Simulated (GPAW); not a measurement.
Runs of GPAW 26.7.0 on Zr3AlN4. It takes space group P4/mmm (No. 123, tetragonal). Conventional cell: a = 3.215 Å, b = 3.215 Å, c = 8.976 Å, α = 90.00°, β = 90.00°, γ = 90.00°. Around Zr (site symmetry 4mm) lie 6 N at 2.23 to 2.28 Å. Zr (site symmetry 4/mmm) is surrounded by 6 N at 2.27 to 2.47 Å. Al (site symmetry 4/mmm) is surrounded by 6 N at 2.02 to 2.27 Å. Around N (site symmetry 4/mmm) lie 6 Zr at 2.26 to 2.27 Å. N (site symmetry 4mm) has 1 Al at 2.02 Å and 4 Zr at 2.28 Å as nearest neighbours. N (site symmetry 4/mmm) has 2 Zr at 2.23 Å and 4 Al at 2.27 Å as nearest neighbours. The cell comes from a database or a generator and needn't be the stable form of this composition.

```tsv
task	level	potentials or basis	k mesh	band path	band points	pressure (GPa)	largest force (eV/Å)
single point	PBEsol	PAW data sets generated in the run's folder for this functional, pw	8 × 8 × 3	-	-	-10.8	(a)
band structure	PBEsol	PAW data sets generated in the run's folder for this functional, pw	6 × 6 × 2	GXMGZRAZ,XR,MA	60	-10.9	0.23
band structure	LDA	the program's PAW data sets (release 1.2.1) made for this functional, pw	6 × 6 × 2	GXMGZRAZ,XR,MA	60	(c)	0.22
band structure	r2SCAN	GPAW PAW data sets (gpaw-data 1.2.1), pw	6 × 6 × 2	GXMGZRAZ,XR,MA	60	(b)	0.07
```

Alike in all rows: no spin polarisation; cell as given; cutoff (eV) 800; smearing fermi-dirac 0.05 eV.

Problem. Fill in the values left out.

Solution. (a) 0.31; (b) -6.3; (c) -16.2.

Caveats: the PAW data sets were made with another functional, which shifts forces and pressure a little (some runs).

Runs at the PBE level aren't shown here.
